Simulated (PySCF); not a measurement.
# The bond of TlN, level by level

One table from this session's results is given with a row withheld; the runs are named, their logs left out.

Program: PySCF 2.14.0. Level of theory: Tl aug-cc-pVDZ-PP with ECP60, N aug-cc-pVDZ, scalar-relativistic core potentials. These are calculated values, not measurements.

The first run:

A driver script around PySCF takes these settings:

```json
{"atoms": "Tl, N", "charge": "0", "basis": "Tl aug-cc-pVDZ-PP with ECP60, N aug-cc-pVDZ", "Hamiltonian": "scalar-relativistic core potentials", "basis functions": "55", "electrons treated": "28", "masses in u": "204.9744, 14.0031", "levels": "PBE0, PBE, r²SCAN, MN15, BHandHLYP, r²SCANh, CAM-B3LYP, HF, MP2, SCS-MP2, CCSD, CCSD(T)", "grid": "80 radial by 434 angular points", "occupations": "held fixed by the projection of orbital angular momentum", "dissociation limit": "Tl + N, each in its ground configuration", "starting distance in angstrom": "2.085", "values of 2S to try": "0, 2, 4"}
```

The run is started by

```
> OMP_NUM_THREADS=1 python dia.py task.json out
```

Steps of the session up to this table: Input; PBE0 along the bond; Higher solutions at PBE0; PBE; r²SCAN (meta-GGA); MN15 (hybrid meta-GGA); BHandHLYP (global hybrid GGA); r²SCANh (hybrid meta-GGA); CAM-B3LYP (range-separated hybrid); ROHF; Adding correlation.

One table of the session follows, with a row left open; its other results are not shown here.

Energy (eV) from each level's lowest point:

| R (Å) | ROHF | ROHF-MP2 | ROHF-SCS-MP2 | ROHF-CCSD | ROHF-CCSD(T) |
| --- | --- | --- | --- | --- | --- |
| 2.006 | 0.633 | 0.641 | 0.674 | n/a | n/a |
| 2.099 | 0.263 | 0.274 | 0.298 | 0.313 | 0.328 |
| 2.192 | 0.069 | 0.079 | 0.093 | 0.103 | 0.112 |
| 2.262 | 0.008 | 0.014 | 0.020 | 0.026 | 0.031 |
| 2.332 | 0.000 | 0.000 | 0.000 | 0.000 | 0.000 |
| 2.402 | 0.032 | 0.025 | 0.019 | 0.012 | 0.007 |
| 2.495 | ? | ? | ? | ? | ? |
| 2.612 | 0.277 | 0.248 | 0.222 | 0.188 | 0.164 |
| 2.752 | 0.506 | 0.459 | 0.422 | 0.362 | 0.323 |
| 2.938 | 0.839 | 0.766 | 0.714 | n/a | n/a |

Estimate the missing values for R (Å) = 2.495.

Worked estimate for «ROHF». A straight line through the neighbours (2.402, 0.032) and (2.612, 0.277) gives 0.032 + (0.277 − 0.032) × (2.495 − 2.402) / (2.612 − 2.402) = 0.141; a parabola fitted to 4 rows on both sides gives 0.125.

As computed: ROHF: 0.119; ROHF-MP2: 0.103; ROHF-SCS-MP2: 0.088; ROHF-CCSD: 0.071; ROHF-CCSD(T): 0.058. In «ROHF» the line misses by +0.022 and the parabola by +0.006.
